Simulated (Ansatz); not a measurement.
# C2N2O4: the cost of one run

Computed with Ansatz 0.2.0 (the levels named in each step, unless a step's input says otherwise).

## 1. Starting point

Bond lengths: N1–N2 1.098 Å, O3–C4 1.143 Å, C4–O5 1.145 Å, O6–C7 1.145 Å, C7–O8 1.142 Å. Angles: O3–C4–O5 179.6°, O6–C7–O8 179.3°.

Coordinates:

```xyz
8

N    -1.3445    1.2497   -0.9966
N    -1.8595    0.8747   -1.8910
O     1.7283    1.7106   -1.1150
C     1.5565    1.0715   -0.1834
O     1.3915    0.4310    0.7508
O    -0.7061   -1.4909   -0.0010
C    -0.5358   -1.7435    1.1030
O    -0.3750   -2.0060    2.2028
```

## 2. A rough first relaxation, PBE-D4/def2-SVP

This run stands in another session on the same molecule. It ended at:

```xyz
8

N    -1.4403    1.1632   -0.9296
N    -2.1602    1.0909   -1.7732
O     1.7372    1.3023   -1.2322
C     1.5792    0.9899   -0.1127
O     1.4294    0.6816    1.0114
O    -0.2118   -1.6308   -0.1829
C    -0.4274   -1.7072    0.9704
O    -0.6507   -1.7928    2.1184
```

## 3. Relaxation, HF/STO-3G

The input, input.yaml:

```yaml
crystal:
  periodic: [false, false, false]
  atoms:
    - { symbol: "N", position_ang: [-1.4402503, 1.16322407, -0.9295684] }
    - { symbol: "N", position_ang: [-2.16018127, 1.09089098, -1.7732294] }
    - { symbol: O, position_ang: [1.7372234, 1.30226614, -1.23220107] }
    - { symbol: C, position_ang: [1.57915372, 0.98990775, -0.1126552] }
    - { symbol: O, position_ang: [1.42943343, 0.68156088, 1.01141699] }
    - { symbol: O, position_ang: [-0.21182004, -1.63078342, -0.18291546] }
    - { symbol: C, position_ang: [-0.42744305, -1.70721445, 0.97039147] }
    - { symbol: O, position_ang: [-0.65068589, -1.79278196, 2.11838108] }
basis:
  gaussian: { orbitals: STO-3G }
hamiltonian:
  xc: hf
relax:
  f_tol: 0.002
  max_steps: 150
```

Started as:

```bash
$ ansatz run input.yaml --threads 4 --pin off --max-ram 10240MiB --backend cpu --events-out ev --progress --plain --runs-dir out
```

Q: Estimate wall time and peak memory on 4 threads of Arm Neoverse N1, shared host.

About 24 s, with a peak of 0.09 GiB.
